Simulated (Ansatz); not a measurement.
# CH8O2SSi: the cost of one run

All numbers below are computed with Ansatz 0.2.0 (RKS PBE0/def2-SVP).

## (1) The system as given

Bond lengths: Si1–S2 2.523 Å, Si1–O3 1.629 Å, O3–C4 1.396 Å, Si1–H5 1.446 Å, Si1–H6 1.461 Å, Si1–O8 2.072 Å, S2–H9 1.324 Å, C4–H10 1.093 Å, C4–H11 1.091 Å, C4–H12 1.093 Å, O8–H13 0.958 Å. Angles (14 of 19 angles, heavy atoms first): S2–Si1–O3 101.2°, S2–Si1–O8 75.2°, O3–Si1–O8 169.2°, Si1–O3–C4 132.9°, Si1–S2–H9 93.3°, S2–Si1–H5 106.4°, S2–Si1–H6 99.8°, O3–Si1–H5 91.1°, O3–Si1–H6 104.2°, H5–Si1–O8 80.5°, H6–Si1–O8 86.4°, O3–C4–H10 111.1°, O3–C4–H11 108.2°, O3–C4–H12 110.1°.

Structure file:

```xyz
13

Si   -0.2238    0.6793    0.0363
S     1.7754   -0.3466   -1.1120
O    -1.2452   -0.5887    0.0836
C    -1.2727   -1.7596    0.8432
H    -1.0102    1.3093   -1.0008
H     0.2931    0.7745    1.3994
H     1.8030    1.4364   -0.9385
O     1.0134    2.2808   -0.4070
H     1.2146   -0.2854   -2.3099
H    -0.9768   -1.5649    1.8771
H    -2.2900   -2.1531    0.8269
H    -0.5912   -2.4993    0.4164
H     1.5103    2.7173    0.2854
```

## (2) A restrained relaxation towards end A

Springs on the bonds that form and break draw the guess towards this end; the thresholds are loose.

Contents of input.yaml:

```yaml
crystal:
  periodic: [false, false, false]
  atoms:
    - { symbol: Si, position_ang: [-0.2238, 0.6793, 0.0363] }
    - { symbol: S, position_ang: [1.7754, -0.3466, -1.112] }
    - { symbol: O, position_ang: [-1.2452, -0.5887, 0.0836] }
    - { symbol: C, position_ang: [-1.2727, -1.7596, 0.8432] }
    - { symbol: H, position_ang: [-1.0102, 1.3093, -1.0008] }
    - { symbol: H, position_ang: [0.2931, 0.7745, 1.3994] }
    - { symbol: H, position_ang: [1.803, 1.4364, -0.9385] }
    - { symbol: O, position_ang: [1.0134, 2.2808, -0.407] }
    - { symbol: H, position_ang: [1.2146, -0.2854, -2.3099] }
    - { symbol: H, position_ang: [-0.9768, -1.5649, 1.8771] }
    - { symbol: H, position_ang: [-2.29, -2.1531, 0.8269] }
    - { symbol: H, position_ang: [-0.5912, -2.4993, 0.4164] }
    - { symbol: H, position_ang: [1.5103, 2.7173, 0.2854] }
basis:
  gaussian: { orbitals: def2-SVP }
hamiltonian:
  xc: pbe0
relax:
  f_tol: 0.15
  max_steps: 25
  restrain:
    - { distance: [0, 7], at: 3.07, k: 30.0 }
    - { distance: [6, 1], at: 2.66, k: 30.0 }
    - { distance: [0, 1], at: 2.16, k: 30.0 }
    - { distance: [6, 7], at: 0.97, k: 30.0 }
```

Launch:

```bash
ansatz run input.yaml --threads 2 --pin off --max-ram 3072MiB --backend cpu --events-out ev --progress --plain --runs-dir out
```

What time and memory should one allow on 2 threads of Arm Neoverse V1, shared host?

About 32 s, with a peak of 0.27 GiB.
